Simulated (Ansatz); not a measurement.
# C2H3OSi+ (SMILES O[CH+]C#[SiH]): functionals against CCSD(T) at one geometry

A test off equilibrium: a structure displaced at random from a GFN2-xTB minimum is computed at several levels, and each is set against CCSD(T).

Computed with Ansatz 0.2.0, Gaussian basis. Level: single points in def2-TZVPP.

Correlated methods freeze the cores.

### 1 The starting structure

SMILES `O[CH+]C#[SiH]`, 7 atoms, charge 1, spin multiplicity 1.

Atoms are counted from 1 here; the program's logs count them from 0.

Bond lengths: O1–C2 1.294 Å, O1–H5 0.953 Å, C2–C3 1.343 Å, C2–H6 1.040 Å, C3–Si4 1.808 Å, Si4–H7 1.393 Å. Angles: C2–O1–H5 119.4°, O1–C2–C3 126.6°, O1–C2–H6 118.0°, C3–C2–H6 114.3°, C2–C3–Si4 139.0°, C3–Si4–H7 169.6°.

Coordinates:

| atom | x (Å) | y (Å) | z (Å) |
| --- | --- | --- | --- |
| O1 | -0.83370 | 1.24340 | 0.37710 |
| C2 | 0.10110 | 0.44970 | 0.78940 |
| C3 | 0.62020 | -0.59200 | 0.11970 |
| Si4 | 0.33280 | -1.50930 | -1.41110 |
| H5 | -1.08810 | 1.98690 | 0.91640 |
| H6 | 0.64040 | 0.72760 | 1.63370 |
| H7 | 0.24070 | -2.40040 | -2.47730 |

### 2 CCSD(T)/def2-TZVPP

The input, run/in.yaml:

```yaml
crystal:
  periodic: [false, false, false]
  atoms:
    - {symbol: O, position_ang: [-0.833700, 1.243400, 0.377100]}
    - {symbol: C, position_ang: [0.101100, 0.449700, 0.789400]}
    - {symbol: C, position_ang: [0.620200, -0.592000, 0.119700]}
    - {symbol: Si, position_ang: [0.332800, -1.509300, -1.411100]}
    - {symbol: H, position_ang: [-1.088100, 1.986900, 0.916400]}
    - {symbol: H, position_ang: [0.640400, 0.727600, 1.633700]}
    - {symbol: H, position_ang: [0.240700, -2.400400, -2.477300]}
basis:
  gaussian: {orbitals: def2-TZVPP}
total_charge: 1
correlation: {method: ccsd_t}
output: {forces: true}
```

The command line of these runs was not kept.

### 3 PBE0-D4/def2-TZVPP

run/in.yaml, as its differences from that of step 2:

```diff
@@ -13,3 +13,3 @@
 total_charge: 1
-correlation: {method: ccsd_t}
-output: {forces: true}
+hamiltonian: {xc: pbe0, dispersion: d4}
+output: {forces: true, orbitals: {seedname: orbitals}}
```

### 4 wB97M-V/def2-TZVPP

run/in.yaml, as its differences from that of step 3:

```diff
@@ -13,3 +13,3 @@
 total_charge: 1
-hamiltonian: {xc: pbe0, dispersion: d4}
-output: {forces: true, orbitals: {seedname: orbitals}}
+hamiltonian: {xc: {name: wB97M-V}}
+output: {forces: true}
```

### 5 r2SCAN-D4/def2-TZVPP

run/in.yaml, as its differences from that of step 4:

```diff
@@ -13,3 +13,3 @@
 total_charge: 1
-hamiltonian: {xc: {name: wB97M-V}}
+hamiltonian: {xc: r2scan, dispersion: d4}
 output: {forces: true}
```

### 6 PBE-D4/def2-TZVPP

run/in.yaml, as its differences from that of step 5:

```diff
@@ -13,3 +13,3 @@
 total_charge: 1
-hamiltonian: {xc: r2scan, dispersion: d4}
+hamiltonian: {xc: pbe, dispersion: d4}
 output: {forces: true}
```

### 7 r2SCANh-D4/def2-TZVPP

run/in.yaml, as its differences from that of step 6:

```diff
@@ -13,3 +13,3 @@
 total_charge: 1
-hamiltonian: {xc: pbe, dispersion: d4}
+hamiltonian: {xc: {name: r2SCANh}, dispersion: d4}
 output: {forces: true}
```

### 8 CAM-B3LYP-D4/def2-TZVPP

run/in.yaml, as its differences from that of step 7:

```diff
@@ -13,3 +13,3 @@
 total_charge: 1
-hamiltonian: {xc: {name: r2SCANh}, dispersion: d4}
+hamiltonian: {xc: {name: CAM-B3LYP}, dispersion: d4}
 output: {forces: true}
```

(Steps that only read results are left out.)

Q: Predict the outcome of this session. Wanted: energy less free atoms, CCSD(T)/def2-TZVPP; RMS force component; RMS force error; HOMO and LUMO, PBE0-D4; T1 diagnostic.

The runs gave:

| quantity | value |
| --- | --- |
| energy less free atoms, CCSD(T)/def2-TZVPP | -1678.6 kJ/mol |
| RMS force component | 2.002 to 2.138 eV/Å over the methods |
| RMS force error | PBE0-D4 0.284, wB97M-V 0.288, r2SCAN-D4 0.203, PBE-D4 0.230, r2SCANh-D4 0.247, CAM-B3LYP-D4 0.351 eV/Å |
| HOMO and LUMO, PBE0-D4 | -12.39 and -8.71 eV |
| T1 diagnostic | 0.028 |

In words: Against CCSD(T) the functionals' energies less atoms differ by -196.5 to -53.6 kJ/mol, PBE-D4 by -196.5 kJ/mol. A larger basis would deepen the CCSD(T) value, while the functionals are nearly converged already, so the order here is not reliable. On forces the order runs from r2SCAN-D4 to CAM-B3LYP-D4. Frozen-core CCSD(T) forces in triple zeta carry basis errors of their own, and this is one geometry, so small gaps rank nothing. The T1 diagnostic is large here, over the usual mark for main-group molecules (transition-metal compounds often pass it harmlessly), so CCSD(T) itself may be off. The restricted Hartree–Fock reference is unstable towards an unrestricted one at one or more of these structures.
